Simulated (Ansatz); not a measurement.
# C₂H₅AlS₂: how energies converge with the basis set

The task here is to estimate one member of a computed series from the others.

Method: one geometry, several basis sets; program: Ansatz 0.2.0, Gaussian basis.

The runs, in order: PBE0-D4/def2-SVP; ωB97M-V/def2-SVP; PBE0-D4/def2-QZVPP; ωB97M-V/def2-QZVPP; the functionals' def2-TZVPP values are taken from earlier runs.

## The geometry

An earlier PBE0-D4 in a triple-zeta def2 set relaxation fixed the geometry.

SMILES `[CH3][Al]1[CH2]S[S]1`, 10 atoms, charge 0, spin multiplicity 1.

Atoms are counted from 1 here; the program's logs count them from 0.

Bond lengths: C1–Al2 1.938 Å, C1–H6 1.094 Å, C1–H7 1.094 Å, C1–H8 1.093 Å, Al2–C3 1.959 Å, Al2–S5 2.176 Å, C3–S4 1.816 Å, C3–H9 1.092 Å, C3–H10 1.092 Å, S4–S5 2.121 Å. Angles: Al2–C1–H6 111.1°, Al2–C1–H7 111.1°, Al2–C1–H8 111.5°, H6–C1–H7 107.1°, H6–C1–H8 108.0°, H7–C1–H8 108.0°, C1–Al2–C3 137.1°, C1–Al2–S5 131.8°, C3–Al2–S5 91.1°, Al2–C3–S4 92.8°, Al2–C3–H9 116.4°, Al2–C3–H10 116.4°, S4–C3–H9 110.4°, S4–C3–H10 110.4°, H9–C3–H10 109.2°, C3–S4–S5 97.0°, Al2–S5–S4 79.1°.

As a file:

```mol
C2H5AlS2
  3D, bonds by distance, orders not assigned

 10 10  0  0  0  0  0  0  0  0999 V2000
   -1.8089   -0.6975   -0.0530 C   0  0
   -0.1150    0.2194   -0.2709 Al  0  0
    1.6720    0.1415    0.5285 C   0  0
    2.3006    1.4760   -0.5299 S   0  0
    0.5037    1.8258   -1.6011 S   0  0
   -1.7014   -1.7710   -0.2358 H   0  0
   -2.1911   -0.5807    0.9658 H   0  0
   -2.5639   -0.3118   -0.7426 H   0  0
    1.7468    0.4237    1.5811 H   0  0
    2.2401   -0.7763    0.3609 H   0  0
  1  2  8  0
  2  3  8  0
  3  4  8  0
  4  5  8  0
  1  6  8  0
  1  7  8  0
  1  8  8  0
  3  9  8  0
  3 10  8  0
  2  5  8  0
M  END
```

The first run:

The input, in.yaml:

```yaml
crystal:
  periodic: [false, false, false]
  atoms:
    - {symbol: C, position_ang: [-1.808903, -0.697481, -0.052993]}
    - {symbol: Al, position_ang: [-0.114972, 0.219377, -0.270858]}
    - {symbol: C, position_ang: [1.672037, 0.141473, 0.528517]}
    - {symbol: S, position_ang: [2.300602, 1.476009, -0.529913]}
    - {symbol: S, position_ang: [0.503749, 1.825833, -1.601107]}
    - {symbol: H, position_ang: [-1.701445, -1.771043, -0.235796]}
    - {symbol: H, position_ang: [-2.191058, -0.580746, 0.965765]}
    - {symbol: H, position_ang: [-2.563903, -0.311815, -0.742583]}
    - {symbol: H, position_ang: [1.746802, 0.423699, 1.581062]}
    - {symbol: H, position_ang: [2.240091, -0.776306, 0.360908]}
basis:
  gaussian: {orbitals: def2-SVP}
hamiltonian: {xc: pbe0, dispersion: d4}
output: {orbitals: {seedname: orbitals}}
```

Among the steps run: PBE0-D4 in def2-SVP; ωB97M-V in def2-SVP; PBE0-D4 in def2-QZVPP; ωB97M-V in def2-QZVPP.

One table of the session follows, with a row left open; its other results are not shown here.

It belongs to the step «Density functionals: the series». 

```
functional       basis  HOMO (eV)
   PBE0-D4    def2-SVP          ?
   PBE0-D4  def2-TZVPP      -5.85
   PBE0-D4  def2-QZVPP      -5.88
   ωB97M-V    def2-SVP      -7.88
   ωB97M-V  def2-TZVPP      -7.97
   ωB97M-V  def2-QZVPP      -8.01
```

Q: Estimate the row for PBE0-D4, def2-SVP from the others.

As computed: HOMO (eV): -5.77. In the column «HOMO (eV)» it is the highest.
